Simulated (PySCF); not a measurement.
# [OsOF3]+: other functionals and bases at one geometry

Aim: see how levels, charges and forces of [OsOF3]+ depend on the level of theory. The species was built from a template and needn't be a known compound.

Program: PySCF 2.14.0. Level of theory: several levels, as the steps say, no spin–orbit coupling. These are calculated values, not measurements.

6 further runs of the same task are left out: 2 for a known fault of the program, 2 that didn't finish, 2 set aside as unsound or not needed. Runs told in other sessions of the task aren't counted.

## (1) Where the work starts

5 atoms, charge 1, spin multiplicity 3.

Bond lengths: Os1–O2 1.656 Å, Os1–F3 1.819 Å, Os1–F4 1.827 Å, Os1–F5 1.819 Å. Angles: O2–Os1–F3 111.6°, O2–Os1–F4 119.6°, O2–Os1–F5 111.6°, F3–Os1–F4 91.7°, F3–Os1–F5 127.6°, F4–Os1–F5 91.7°.

Geometry (Å):

```xyz
5

Os   -0.0633    0.0881    0.0398
O     0.9120    1.0381    0.9824
F    -0.8183   -1.2588    1.0017
F     0.6889   -1.0967   -1.1294
F    -0.8139    1.0370   -1.3191
```

Formal oxidation states: Os +6. An earlier session relaxed this geometry at r2SCAN, Os def2-SVP with ECP60, O def2-SVP, F def2-SVP (triplet, point group Cs).

At r2SCAN on the finer grid: E = -464.688455 Eh, HOMO -15.00 eV, LUMO -13.22 eV (over both spins), ⟨S²⟩ = 2.008, Mulliken charge on Os1 +1.61 e, largest force component 0.061 eV/Å. 

Levels to run: wB97X; BP86; BLYP; CAM-B3LYP; r2SCAN, TZVP; r2SCAN, x2c-SVP. Hardware: 2 threads of Arm Neoverse V1, shared host.

## (2) wB97X

Input file run.py (the lines that set the calculation):

```python
mol = gto.M(atom='''
Os    -0.06330     0.08812     0.03982
O      0.91198     1.03812     0.98242
F     -0.81832    -1.25875     1.00170
F      0.68887    -1.09669    -1.12935
F     -0.81389     1.03696    -1.31907''',
    basis={'Os': 'def2-SVP', 'O': 'def2-SVP', 'F': 'def2-SVP'},
    ecp={'Os': 'def2-SVP'},
    charge=1, spin=2)
mf = dft.UKS(mol, xc='WB97X')
mf.grids.atom_grid = (75, 302)
mf = mf.density_fit()  # fitting sets: Os def2-universal-JKFIT, O def2-universal-JKFIT, F def2-universal-JKFIT
mf.conv_tol = 1e-08; mf.max_cycle = 55
mf.kernel(dm0)  # dm0: the density of the relaxed state
```

On the command line:

```sh
OMP_NUM_THREADS=2 python run.py
```

## (3) BP86

run.py (the lines that set the calculation): that of step 2 with these lines changed.

```diff
@@ -9,3 +9,3 @@
     charge=1, spin=2)
-mf = dft.UKS(mol, xc='WB97X')
+mf = dft.UKS(mol, xc='B88,P86')
 mf.grids.atom_grid = (75, 302)
```

## (4) BLYP

run.py (the lines that set the calculation): that of step 3 with these lines changed.

```diff
@@ -9,3 +9,3 @@
     charge=1, spin=2)
-mf = dft.UKS(mol, xc='B88,P86')
+mf = dft.UKS(mol, xc='BLYP')
 mf.grids.atom_grid = (75, 302)
```

## (5) CAM-B3LYP

run.py (the lines that set the calculation): that of step 4 with these lines changed.

```diff
@@ -9,3 +9,3 @@
     charge=1, spin=2)
-mf = dft.UKS(mol, xc='BLYP')
+mf = dft.UKS(mol, xc='CAMB3LYP')
 mf.grids.atom_grid = (75, 302)
```

## (6) r2SCAN, TZVP

Basis: Os def2-TZVP with ECP60, O def2-TZVP, F def2-TZVP. 

Input file run.py (the lines that set the calculation):

```python
mol = gto.M(atom='''
Os    -0.06330     0.08812     0.03982
O      0.91198     1.03812     0.98242
F     -0.81832    -1.25875     1.00170
F      0.68887    -1.09669    -1.12935
F     -0.81389     1.03696    -1.31907''',
    basis={'Os': 'def2-TZVP', 'O': 'def2-TZVP', 'F': 'def2-TZVP'},
    ecp={'Os': 'def2-TZVP'},
    charge=1, spin=2)
mf = dft.UKS(mol, xc='R2SCAN')
mf.grids.atom_grid = (75, 302)
mf = mf.density_fit()  # fitting sets: Os def2-universal-JKFIT, O def2-universal-JKFIT, F def2-universal-JKFIT
mf.conv_tol = 1e-08; mf.max_cycle = 55
mf.kernel(dm0)  # dm0: free metal ions and neutral atoms
```

## (7) r2SCAN, x2c-SVP

Basis: Os x2c-SVPall, O x2c-SVPall, F x2c-SVPall. All electrons are treated, with the spin-free X2C Hamiltonian.

Input file run.py (the lines that set the calculation):

```python
mol = gto.M(atom='''
Os    -0.06330     0.08812     0.03982
O      0.91198     1.03812     0.98242
F     -0.81832    -1.25875     1.00170
F      0.68887    -1.09669    -1.12935
F     -0.81389     1.03696    -1.31907''',
    basis={'Os': 'x2c-SVPall', 'O': 'x2c-SVPall', 'F': 'x2c-SVPall'},
    nucmod='G',
    charge=1, spin=2)
mf = dft.UKS(mol, xc='R2SCAN')
mf.grids.atom_grid = (99, 590)
mf = mf.density_fit()  # fitting sets: Os AutoAux, O AutoAux, F AutoAux
mf = mf.sfx2c1e()
mf.conv_tol = 1e-08; mf.max_cycle = 55
mf.kernel(dm0)  # dm0: free metal ions and neutral atoms
```

**Question.** What will these runs give? Wanted: for each run, HOMO; gap; charge on Os1; dipole; largest force component.

The runs gave:

| level | state | HOMO (eV) | gap (eV) | charge on Os1 (e) | dipole (D) | largest force component (eV/Å) | basis functions | time |
| --- | --- | --- | --- | --- | --- | --- | --- | --- |
| r2SCAN (relaxed here) | triplet | -15.00 | 1.78 | 1.61 | 1.09 | 0.06 | 88 | 29 s |
| wB97X | triplet | -18.98 | 8.59 | 1.65 | 1.31 | 1.00 | 88 | 6.7 s |
| BP86 | triplet | -14.43 | 1.14 | 1.45 | 0.94 | 0.54 | 88 | 4.5 s |
| BLYP | triplet | -14.16 | 1.12 | 1.43 | 0.93 | 0.89 | 88 | 4.5 s |
| CAM-B3LYP | triplet | -17.96 | 6.53 | 1.62 | 1.27 | 0.68 | 88 | 6.7 s |
| r2SCAN, TZVP | triplet | -14.87 | 1.84 | 1.69 | 1.11 | 0.28 | 164 | 23 s |
| r2SCAN, x2c-SVP | triplet | -15.24 | 1.57 | 1.46 | 1.07 | 0.54 | 122 | 43 s |

Times are on 2 threads of Arm Neoverse V1, shared host; the first row also made further properties. The dipole of a charged species depends on the origin, so these sizes hold for this origin alone.

In one basis the HOMO–LUMO gap runs from 1.12 eV (BLYP) to 8.59 eV (wB97X). The largest leftover force, 1.00 eV/Å with wB97X, stands at a geometry relaxed at another level. The Mulliken charge on Os spans +1.43 to +1.69 e over the levels. Total energies of different levels can't be compared. Spin–orbit coupling is left out throughout.
